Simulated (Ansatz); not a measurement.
# CS2: the cost of one run

Method: DFT PBE+D3(BJ), plane waves, PAW, scalar-relativistic, no spin polarisation, in Ansatz 0.2.0.

## 1. The system as given

The cell holds 24 atoms (C8S16): a = 9.583 Å, b = 9.583 Å, c = 9.583 Å, α = 90.00°, β = 90.00°, γ = 90.00°.

Its coordinates follow in the input file.

## 2. Relaxing the start

The input, input.yaml:

```yaml
accuracy: low
crystal:
  lattice:
    - [9.58284, 0.0, 0.0]
    - [0.0, 9.58284, 0.0]
    - [0.0, 0.0, 9.58284]
  atoms:
    - { symbol: S, position: [0.167845, 1.0035633, 0.8863901] }
    - { symbol: C, position: [0.1830795, 0.8448938, 0.8527631] }
    - { symbol: S, position: [0.198314, 0.6862243, 0.8191362] }
    - { symbol: S, position: [0.346633, 0.4916866, 0.4279756] }
    - { symbol: C, position: [0.4141795, 0.5088761, 0.2807314] }
    - { symbol: S, position: [0.4817261, 0.5260655, 0.1334872] }
    - { symbol: S, position: [0.8450354, 0.9478623, 0.5199007] }
    - { symbol: C, position: [0.682146, 0.9460759, 0.5215507] }
    - { symbol: S, position: [0.5192566, 0.9442896, 0.5232007] }
    - { symbol: S, position: [0.729976, 0.4614274, 0.6621413] }
    - { symbol: C, position: [0.7298476, 0.3873813, 0.8072482] }
    - { symbol: S, position: [0.7297193, 0.3133351, 0.9523552] }
    - { symbol: S, position: [0.8833321, 0.6029866, 0.0608832] }
    - { symbol: C, position: [0.9881289, 0.4790883, 0.0752265] }
    - { symbol: S, position: [1.0929257, 0.35519, 0.0895698] }
    - { symbol: S, position: [0.3231685, 0.8274709, 0.1513086] }
    - { symbol: C, position: [0.4742094, 0.8877374, 0.1609759] }
    - { symbol: S, position: [0.6252504, 0.9480039, 0.1706433] }
    - { symbol: S, position: [0.7234236, 0.2884209, 0.3381227] }
    - { symbol: C, position: [0.8650256, 0.3567321, 0.3807998] }
    - { symbol: S, position: [1.0066276, 0.4250433, 0.4234769] }
    - { symbol: S, position: [0.1157382, 0.3722724, 0.748091] }
    - { symbol: C, position: [0.2670975, 0.327651, 0.7076168] }
    - { symbol: S, position: [0.4184569, 0.2830296, 0.6671425] }
basis:
  ecutwfc: 420.0
kpoints:
  mp_grid: { grid: [1, 1, 1] }
hamiltonian:
  xc: pbe
  dispersion: d3bj
scf:
  occupations: { method: fermi_dirac, width: 0.05 }
  lower_state_search: "off"
relax:
  f_tol: 0.3
  max_steps: 15
  adjacent_minimum: "off"
```

On the command line:

```console
> ansatz run input.yaml --threads 1 --pin off --max-ram 3072MiB --backend cpu --events-out ev --progress --plain --runs-dir out
```

What time and memory should one allow on 1 thread of Arm Neoverse N1, shared host?

About 98 s, with a peak of 0.67 GiB.
